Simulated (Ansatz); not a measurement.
# Rh (reference phase): the cost of one run

Method: DFT LDA, with the methods named in each step, in Ansatz 0.2.0.

## Step 1: The system as given

Symmetry: Fm-3m, No. 225, cubic system. The conventional cell has a = 3.803 Å, b = 3.803 Å, c = 3.803 Å, α = 90.00°, β = 90.00°, γ = 90.00°. Rh (site symmetry m-3m) has 12 Rh at 2.69 Å as nearest neighbours.

As a file:

```cif
data_structure
_symmetry_space_group_name_H-M 'P 1'
_symmetry_Int_Tables_number 1
_cell_length_a 2.6892
_cell_length_b 2.6892
_cell_length_c 2.6892
_cell_angle_alpha 60.000
_cell_angle_beta 60.000
_cell_angle_gamma 60.000
_cell_volume 13.75
loop_
_atom_site_label
_atom_site_type_symbol
_atom_site_fract_x
_atom_site_fract_y
_atom_site_fract_z
_atom_site_occupancy
Rh1 Rh 0.00000 0.00000 0.00000 1
```

## Step 2: Relaxed, PAW

input.yaml reads:

```yaml
crystal:
  lattice:
    - [0.0, 1.90155, 1.90155]
    - [1.90155, 0.0, 1.90155]
    - [1.90155, 1.90155, 0.0]
  atoms:
    - { symbol: Rh, position: [0.0, 0.0, 0.0] }
kpoints:
  mp_grid: { grid: [23, 23, 23] }
scf:
  occupations: { method: fermi_dirac, width: 0.05 }
hamiltonian:
  xc: lda
  pseudopotentials: { kind: paw }
output:
  forces: true
  stress: true
relax:
  f_tol: 0.003
  max_steps: 80
  cell: {}
```

On the command line:

```sh
$ ansatz run input.yaml --threads 1 --pin off --max-ram 3072MiB --backend cpu --events-out ev --progress --plain --runs-dir out
```

What time and memory should one allow on 1 thread of Arm Neoverse V1, shared host?

About 20 s, with a peak of 0.34 GiB.
